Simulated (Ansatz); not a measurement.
# MgMnCoO4 (P1) in Ansatz: reference runs

How does MgMnCoO4 come out in PBE? The cell is run as given and disturbed, and energy against volume gives the equilibrium volume and stiffness.

Program: Ansatz 0.2.0. These are calculated values, not measurements. Logs are shortened: lines on timing, memory, paths and dates and some standing lists are left out, and cuts for length are marked.

### Step 1. The crystal as given

The typed cell holds 7 atoms: a = 2.931 Å, b = 5.218 Å, c = 5.239 Å, α = 74.12°, β = 88.80°, γ = 87.65°.

The cell comes from a database or a generator and needn't be the stable form of this composition.

### Step 2. Single point, PBE, collinear spin, ferromagnetic start

input.yaml

```yaml
crystal:
  lattice:
    - [2.931000206, 0.0, 0.0]
    - [0.2141127943, 5.2136631061, 0.0]
    - [0.1098687336, 1.4299112562, 5.0392798726]
  atoms:
    - { symbol: Co, position: [0.96320796, 0.57790838, 0.58702838], spin: 2.0 }
    - { symbol: Mn, position: [0.50692579, 0.96815776, 0.96722393], spin: 4.0 }
    - { symbol: Mg, position: [0.47398835, 0.30014814, 0.29112471] }
    - { symbol: O, position: [0.49359182, 0.28676087, 0.67303999] }
    - { symbol: O, position: [0.99131377, 0.14166967, 0.13122626] }
    - { symbol: O, position: [0.02403382, 0.81668766, 0.81986573] }
    - { symbol: O, position: [0.5099655, 0.6799395, 0.287873] }
hamiltonian:
  xc: pbe
  pseudopotentials: { kind: paw }
magnetization:
  spin_polarized: true
kpoints:
  mp_grid: { grid: [9, 6, 5] }
scf:
  occupations: { method: fermi_dirac, width: 0.05 }
output:
  forces: true
  stress: true
  eigenvalues: true
```

Potentials or basis: Ansatz PAW.

On the command line:

```console
> ansatz run input.yaml --threads 4 --pin off --max-ram 10240MiB --backend cpu --events-out ev --progress --plain --runs-dir out
```

The program printed:

```text
Warning: RAYON_NUM_THREADS=4 ignored (pool sized by the plan → 4); use --threads N
Engine: ansatz 0.2.0, x86_64-unknown-linux-gnu
Pseudopotentials: kind: paw
Pseudopotential: Co, paw, valence charge 17, recommended cutoff 420 eV (normal), Co.paw.azcp
Pseudopotential: Mn, paw, valence charge 15, recommended cutoff 420 eV (normal), Mn.paw.azcp
Pseudopotential: Mg, paw, valence charge 10, recommended cutoff 420 eV (normal), Mg.paw.azcp
Pseudopotential: O, paw, valence charge 6, recommended cutoff 420 eV (normal), O.paw.azcp
Functional definition: PBE
  parameter kappa = 0.804
  parameter beta = 0.06672455060314922
  exchange = pbe_x(kappa = kappa, mu = beta*pi^2/3)
  correlation = pbe_c(beta = beta)
Crystal: 7 atoms, lattice volume = 77.006 Å³
Basis set: ecut = 420 eV, 1493 PW (Γ), exchange–correlation on 40×72×72 points (8 copies of the dense FFT grid, shifted against one another)
Bands: 44, of which v1, the nominal top of the filled ones, is band 33 counted from 1 (32 counted from 0)
Symmetry: 1 space group operations
Space group: P1 (ITA 1), of the structure as read, at distance tolerance 4.3e-5 Å
Magnetic group: BNS 1.1 (UNI 1), of the structure as read, at distance tolerance 4.3e-5 Å
k-points: 136 of 270 (time reversal used)
Non-local potential: Co, projectors of the file, l = 0: 3, l = 1: 2, l = 2: 3, l = 3: 1
Non-local potential: Mn, projectors of the file, l = 0: 3, l = 1: 2, l = 2: 3, l = 3: 1
Non-local potential: Mg, projectors of the file, l = 0: 3, l = 1: 2, l = 2: 1
Non-local potential: O, projectors of the file, l = 0: 2, l = 1: 2, l = 2: 1
PAW form: soft (Blöchl's): semilocal exchange-correlation on the pseudo side does not see the compensation charge
PAW one-centre angular grid: Co, 590 points (default); XC on 64 Gauss nodes
PAW one-centre angular grid: Mn, 590 points (default); XC on 64 Gauss nodes
PAW one-centre angular grid: Mg, 110 points (default); XC on 64 Gauss nodes
PAW one-centre angular grid: O, 110 points (default); XC on 64 Gauss nodes
Initial density: superposition of atomic densities (chi_scale 0.1, normalization cell, long waves kept (reshape's long-wave potential 0.04 eV rms))
Starting moments: Σ|m| = 6 μB on 2 of 7 sites
Initial wavefunctions: pseudopotential atomic-orbital guess
Functional: x = pbe(κ = 0.804, μ = 0.2195149727645171), c = pbe(β = 0.06672455060314922)
SCF iter   1: F=—  HF=-13218.556869 eV  |F-HF|=—  |Δ(HF+E_count)|=         —  Δρ=8.50e-2 (↑8.50e-2 ↓7.27e-2)  dr2=1.10e1  dr2_m=1.14e0  M=5.521 μB ∫|m|=5.655 μB  β_m=0.30  ethr=3.10e-3  ⟨swp⟩=6.0  Hψ=43256  notcnv=0  defer=28
Mixer restart at iter 1: flushing history
preconditioner: auto → Kerker (q_TF=auto, 2.659 Å⁻¹)  [metal: Δε(μ)=0.001 eV  Ē_g=11.210 eV  σ=0.050 eV  W_gap=0.00  n_scr=28 (ndim 8)  ℏωp=27.4 eV  f_vac=0.000  D(μ)=6.81/eV (n_scr^D=82)]
spin=Collinear: Kerker preconditioning applied to the charge; magnetization (m = ρ↑ − ρ↓) channel mixes plain (no charge-response kernel on spin).
[... 30 lines left out ...]
Magnetization: -0.0112 μB (32.9944 up, 33.0056 down)
Absolute magnetization: 5.9476 μB (∫|ρ↑−ρ↓|, with the PAW one-centre terms)
Spin contamination: 2.8717 ħ² per cell (⟨S²⟩ above its minimum at these occupations)
Per-site moments (μB) at R_I (Å): [(-2.3759204700304166, 0.8178891420645756), (2.505122461381851, 0.7929772263959967), (0.0022463031487194407, 0.8154212352165056), (-0.15603114686008077, 0.7973546380471463), (0.02847197327068401, 0.8154212352165056), (-0.07207029793081506, 0.7929772263959967), (-0.14747421118643678, 0.7936254153565866)]
Free energy (F): -13219.390613 eV
Harris-Foulkes:  -13219.390613 eV  (|F-HF|=6.32e-8)
Internal energy: -13219.378155 eV  (E = F + TS)
E sigma→0 (E₀):  -13219.384384 eV
Entropy (-TS):   -0.012457 eV (-1.780 meV/atom)
Fermi energy:    9.569668 eV
--- Per-component energies (eV) ---
  E_band       = -1047.287282
  E_kinetic    = 1516.096786
  E_local      = -8899.856267  (includes V_loc(G=0)·N_el)
  E_nonlocal   = 987.887302
  E_hartree    = 3527.709740
  E_xc         = -592.114255
  E_vxc        = -758.371060  (∫ρ·V_xc dr)
  E_paw        = -3736.018880  (= ΣΔE_a)
  E_vpaw       = -948.464913  (= ΣTr[D̂ρ^β])
  E_aug_tail   = 0.009785  (compensation charges beyond the density's cutoff)
  E_ewald      = -6023.092367
  E_smearing   = -0.012457  (= −TS)
  E_closure    = -0.000000  (closes the sum)
  Σ components = -13219.390613   (vs F -13219.390613, Δ=0.00e0)
--- Forces (eV/Å), atoms counted from 1 ---
  atom   1  Co     0.02025806     0.42062226     0.21158753
  atom   2  Mn    -0.03919380    -0.11331060    -0.11245024
  atom   3  Mg    -0.01413200    -0.14621195    -0.13790567
  atom   4  O     -0.03864644    -0.04524149     0.29413155
  atom   5  O      0.07597294     0.02013517     0.03516320
  atom   6  O     -0.11180083    -0.33036803    -0.15465816
  atom   7  O      0.10756208     0.19442632    -0.13587571
  max |Σ_I F_I| component: 5.17e-5 eV/Å
--- Stress (GPa, compression-positive) ---
       -5.623536       0.056633      -0.569638
        0.056658      -5.246617      -0.887561
       -0.569584      -0.887615      -4.710800
  P = ⅓ Tr σ = -5.1937 GPa (-51.937 kbar)
--- Band table (eV; the first three rows and the last of 272) ---
  k-point 0 ↑: bands = ["-84.5146", "-72.7256", "-65.3106", "-47.9749", "-47.7917", "-47.7522", "-41.4964", "-41.4044", "-41.3019", "-32.0813", "-32.0775", "-32.0417", "-9.9558", "-8.8311", "-8.7128", "-8.3114", "2.1407", "2.9931", "3.5058", "3.8466", "4.4255", "5.5372", "5.7346", "5.9787", "6.1127", "6.6202", "6.6711", "7.2202", "7.6127", "7.7045", "7.7671", "8.4596", "9.4588", "10.0852", "10.1293", "10.6828", "10.8038", "11.2305", "11.9775", "16.5426", "17.3328", "17.6769", "18.4029", "19.7474"]
  k-point 1 ↑: bands = ["-84.5146", "-72.7256", "-65.3106", "-47.9749", "-47.7917", "-47.7522", "-41.4964", "-41.4044", "-41.3019", "-32.0813", "-32.0775", "-32.0417", "-9.8768", "-8.9128", "-8.7393", "-8.3077", "2.3028", "3.0315", "3.4867", "3.8429", "4.7375", "5.2847", "5.7013", "5.9223", "6.0451", "6.6122", "6.6833", "6.9612", "7.4015", "7.6090", "7.8114", "8.6283", "9.4657", "9.9549", "10.2443", "10.7550", "10.8539", "11.2072", "12.4786", "16.0324", "17.0727", "17.6294", "19.0143", "20.0319"]
  k-point 2 ↑: bands = ["-84.5146", "-72.7256", "-65.3106", "-47.9749", "-47.7917", "-47.7522", "-41.4964", "-41.4044", "-41.3019", "-32.0813", "-32.0775", "-32.0417", "-9.6963", "-9.1223", "-8.7568", "-8.3018", "2.4729", "3.2863", "3.6127", "3.8457", "4.7372", "5.2672", "5.6428", "5.6956", "6.0148", "6.2939", "6.7351", "6.8093", "7.0322", "7.5388", "7.8910", "8.8250", "9.4603", "9.8899", "10.3355", "10.7215", "11.0324", "11.1984", "13.5012", "15.0056", "16.7284", "17.8515", "19.5730", "20.4908"]
  k-point 135 ↓: bands = ["-87.5465", "-69.5145", "-65.3047", "-51.0086", "-50.7775", "-50.6464", "-38.3996", "-38.2831", "-38.2091", "-32.1254", "-32.0723", "-32.0329", "-9.1286", "-8.9605", "-8.6382", "-8.3010", "2.7242", "3.3936", "3.5584", "3.7151", "3.9799", "4.3614", "4.6582", "4.9965", "5.6543", "5.8692", "6.2877", "6.8694", "7.1989", "7.3148", "7.6486", "7.8848", "8.6488", "10.4348", "10.4568", "10.7928", "11.6087", "11.8441", "15.3899", "16.5463", "17.5795", "17.6943", "19.2177", "19.5774"]
```

Run time: 54 s. Hardware: 4 threads of Intel Xeon Platinum 8259CL at 2.50GHz (Skylake/Cascade Lake), shared host; peak memory 1.2 GiB.

What came out:

```yaml
Free_energy: -13219.3906 eV
Pressure: -5.2 GPa
Largest_force: 0.471 eV/Å
Band_gap_on_the_k_mesh: 0.04 eV, indirect (least direct gap 0.20 eV)
Net_moment: -0.01 μB per cell
Absolute_moment: 5.95 μB per cell
Site_moments: Co -2.38; Mn +2.51; Mg +0.00; O -0.16, +0.03, -0.07, -0.15 μB
```

Forces on the atoms (eV/Å):
```
Co   0.020  0.421  0.212
Mn  -0.039 -0.113 -0.112
Mg  -0.014 -0.146 -0.138
O   -0.039 -0.045  0.294
O    0.076  0.020  0.035
O   -0.112 -0.330 -0.155
O    0.108  0.194 -0.136
```

Caveat: odd divisions of the mesh miss points on the zone boundary, where band edges often lie, so the gap on the mesh can be too wide; the pressure holds a Pulay correction of +0.7 GPa for the finite cutoff; the starting moments weren't kept. Expect the measured gap to be larger: semilocal functionals such as PBE lack the derivative discontinuity.

### Step 3. Single point, PBE, collinear spin, ferromagnetic start (atoms moved at random, drawn with an rms of 0.05 Å)

input.yaml

```yaml
crystal:
  lattice:
    - [2.931000206, 0.0, 0.0]
    - [0.2141127943, 5.2136631061, 0.0]
    - [0.1098687336, 1.4299112562, 5.0392798726]
  atoms:
    - { symbol: Co, position: [0.979808, 0.5787, 0.587416], spin: 2.0 }
    - { symbol: Mn, position: [0.488513, 0.976721, 0.960088], spin: 4.0 }
    - { symbol: Mg, position: [0.467321, 0.306449, 0.296429] }
    - { symbol: O, position: [0.486044, 0.302427, 0.662372] }
    - { symbol: O, position: [0.987761, 0.139368, 0.135828] }
    - { symbol: O, position: [0.014757, 0.817457, 0.816392] }
    - { symbol: O, position: [0.503404, 0.6815, 0.29098] }
hamiltonian:
  xc: pbe
  pseudopotentials: { kind: paw }
magnetization:
  spin_polarized: true
kpoints:
  mp_grid: { grid: [9, 6, 5] }
scf:
  occupations: { method: fermi_dirac, width: 0.05 }
output:
  forces: true
  stress: true
  eigenvalues: true
  write_density: true
  write_potential: true
  elf: true
  volumetric_format: npy
```

Potentials or basis: Ansatz PAW.

On the command line:

```console
> ansatz run input.yaml --threads 4 --pin off --max-ram 10240MiB --backend cpu --events-out ev --progress --plain --runs-dir out
```

Wall time 63 s (4 threads of Intel Xeon Platinum 8259CL at 2.50GHz (Skylake/Cascade Lake), shared host); peak memory 1.2 GiB.

It converged, with:

| Quantity | Value |
| --- | --- |
| Free energy | -13219.2580 eV |
| Pressure | -4.0 GPa |
| Largest force | 1.770 eV/Å |
| Band gap on the k mesh | none (metal or under the smearing width) |
| Net moment | 0.00 μB per cell |
| Absolute moment | 6.16 μB per cell |
| Site moments | Co -2.40; Mn +2.60; Mg +0.00; O -0.17, +0.03, -0.08, -0.19 μB |

Forces on the atoms (eV/Å):
```
Co  -0.368  0.954 -0.097
Mn   0.131 -0.358  0.463
Mg   0.073 -0.800 -1.007
O    0.116 -0.725  1.611
O   -0.005  0.344 -0.193
O   -0.158 -0.052 -0.161
O    0.210  0.638 -0.617
```

Stress tensor (GPa, compression positive):
```
-5.39 -0.23 -0.65
-0.23 -3.57 -1.17
-0.65 -1.17 -3.12
```

Levels at points of the mesh, in eV from the Fermi level:
Spin up:
| k point | band 30 | band 31 | band 32 | band 33 | band 34 | band 35 | band 36 | band 37 |
| --- | --- | --- | --- | --- | --- | --- | --- | --- |
| (0.00, 0.00, 0.00) | -1.85 | -1.80 | -1.09 | -0.03 | 0.46 | 0.57 | 1.05 | 1.24 |
| (0.00, -0.50, 0.00) | -2.18 | -1.66 | -0.61 | 0.02 | 0.16 | 0.76 | 1.22 | 1.45 |
Spin down:
```
            k point  band 31  band 32  band 33  band 34  band 35  band 36
 (0.00, 0.00, 0.00)    -1.39    -1.19    -1.01     0.20     1.21     1.27
(0.00, -0.50, 0.00)    -1.60    -1.39    -0.58     0.25     1.02     1.26
```

Caveat: the pressure holds a Pulay correction of +0.7 GPa for the finite cutoff; semilocal functionals often make such compounds metallic where correlation or magnetic order opens a gap, which also shifts bond lengths; the starting moments weren't kept.

### Step 4. Single point, PBE, collinear spin, ferromagnetic start, 10.34 Å³/atom (volume scaled by 0.94)

input.yaml

```yaml
crystal:
  lattice:
    - [2.8711670864, 0.0, 0.0]
    - [0.209741919, 5.1072319543, 0.0]
    - [0.1076258852, 1.4007212033, 4.9364085611]
  atoms:
    - { symbol: Co, position: [0.96320796, 0.57790838, 0.58702838], spin: 2.0 }
    - { symbol: Mn, position: [0.50692579, 0.96815776, 0.96722393], spin: 4.0 }
    - { symbol: Mg, position: [0.47398835, 0.30014814, 0.29112471] }
    - { symbol: O, position: [0.49359182, 0.28676087, 0.67303999] }
    - { symbol: O, position: [0.99131377, 0.14166967, 0.13122626] }
    - { symbol: O, position: [0.02403382, 0.81668766, 0.81986573] }
    - { symbol: O, position: [0.5099655, 0.6799395, 0.287873] }
hamiltonian:
  xc: pbe
  pseudopotentials: { kind: paw }
magnetization:
  spin_polarized: true
kpoints:
  mp_grid: { grid: [9, 6, 5] }
scf:
  occupations: { method: fermi_dirac, width: 0.05 }
output:
  forces: true
  stress: true
  eigenvalues: true
  write_density: true
  write_potential: true
  elf: true
  volumetric_format: npy
```

On the command line:

```console
> ansatz run input.yaml --threads 4 --pin off --max-ram 10240MiB --backend cpu --events-out ev --progress --plain --runs-dir out
```

It took 59 s on 4 threads of Intel Xeon Platinum 8259CL at 2.50GHz (Skylake/Cascade Lake), shared host; peak memory 1.2 GiB.

The run converged. Its results:

```
Free energy            : -13219.4081 eV
Pressure               : 4.5 GPa
Largest force          : 0.696 eV/Å
Band gap on the k mesh : none (metal or under the smearing width)
Net moment             : -0.10 μB per cell
Absolute moment        : 5.66 μB per cell
Site moments           : Co -2.31; Mn +2.32; Mg +0.00; O -0.14, +0.03, -0.06, -0.13 μB
```

Caveat: the pressure holds a Pulay correction of +0.7 GPa for the finite cutoff; semilocal functionals often make such compounds metallic where correlation or magnetic order opens a gap, which also shifts bond lengths; the starting moments weren't kept.

### Step 5. Single point, PBE, collinear spin, ferromagnetic start, 10.56 Å³/atom (volume scaled by 0.96)

Changes to input.yaml since step 4:

```diff
@@ -2,5 +2,5 @@
   lattice:
-    - [2.8711670864, 0.0, 0.0]
-    - [0.209741919, 5.1072319543, 0.0]
-    - [0.1076258852, 1.4007212033, 4.9364085611]
+    - [2.8913872392, 0.0, 0.0]
+    - [0.2112190234, 5.1431995615, 0.0]
+    - [0.108383839, 1.4105857621, 4.9711731471]
   atoms:
```

On the command line:

```console
> ansatz run input.yaml --threads 4 --pin off --max-ram 10240MiB --backend cpu --events-out ev --progress --plain --runs-dir out
```

Run time: 61 s. Hardware: 4 threads of Intel Xeon Platinum 8259CL at 2.50GHz (Skylake/Cascade Lake), shared host; peak memory 1.2 GiB.

The run converged. Its results:

| Quantity | Value |
| --- | --- |
| Free energy | -13219.4340 eV |
| Pressure | 0.9 GPa |
| Largest force | 0.573 eV/Å |
| Band gap on the k mesh | none (metal or under the smearing width) |
| Net moment | -0.07 μB per cell |
| Absolute moment | 5.75 μB per cell |
| Site moments | Co -2.33; Mn +2.38; Mg +0.00; O -0.15, +0.03, -0.06, -0.14 μB |

Caveat: the pressure holds a Pulay correction of +0.7 GPa for the finite cutoff; semilocal functionals often make such compounds metallic where correlation or magnetic order opens a gap, which also shifts bond lengths; the starting moments weren't kept.

[end of part 1 of 2]
